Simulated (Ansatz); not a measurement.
# AlClGaH: the cost of one run

The runs use Ansatz 0.2.0, Gaussian basis; the settings change from run to run.

19 further runs of the same task are left out: 6 that didn't finish, 13 set aside as unsound or not needed. Runs told in other sessions of the task aren't counted.

### 1 The geometry

The geometry is a PBE0/def2-TZVP stationary point (not a proven minimum) with its atoms shifted at random (size 0.040 Å). No spin-orbit coupling is included. The filled d shell of Ga may be among the frozen orbitals whatever the setting's name suggests.

4 atoms, charge 0, spin multiplicity 3.

Atoms are counted from 1 here; the program's logs count them from 0.

Bond lengths: Cl1–Al2 2.107 Å, Al2–Ga3 2.539 Å, Al2–H4 1.578 Å. Angles: Cl1–Al2–Ga3 117.7°, Cl1–Al2–H4 122.6°, Ga3–Al2–H4 119.7°.

### 2 BCCD on ROHF/cc-pVDZ

Contents of in.yaml:

```yaml
crystal:
  periodic: [false, false, false]
  atoms:
    - {symbol: Cl, position_ang: [-0.024087, -0.473292, 2.418474]}
    - {symbol: Al, position_ang: [-0.024920, 0.862409, 0.788321]}
    - {symbol: Ga, position_ang: [0.023044, -0.128181, -1.548866]}
    - {symbol: H, position_ang: [-0.079733, 2.428343, 0.971598]}
basis:
  gaussian: {orbitals: cc-pVDZ}
magnetization: {spin_polarized: false, initial_magnetization: 2}
correlation: {method: bccd, electrons: outside_noble_gas, diis_vectors: 4}
accuracy: high
scf: {omitted_lower_state_checks: [cluster_reference]}
```

On the command line:

```
> ansatz run in.yaml --threads 1 --pin off --events-out ev --progress --plain --max-ram 2393MiB
```

What time and memory should one allow on 1 thread of Intel Xeon at 2.60GHz, shared host?

About 13 s, with a peak of 0.36 GiB.
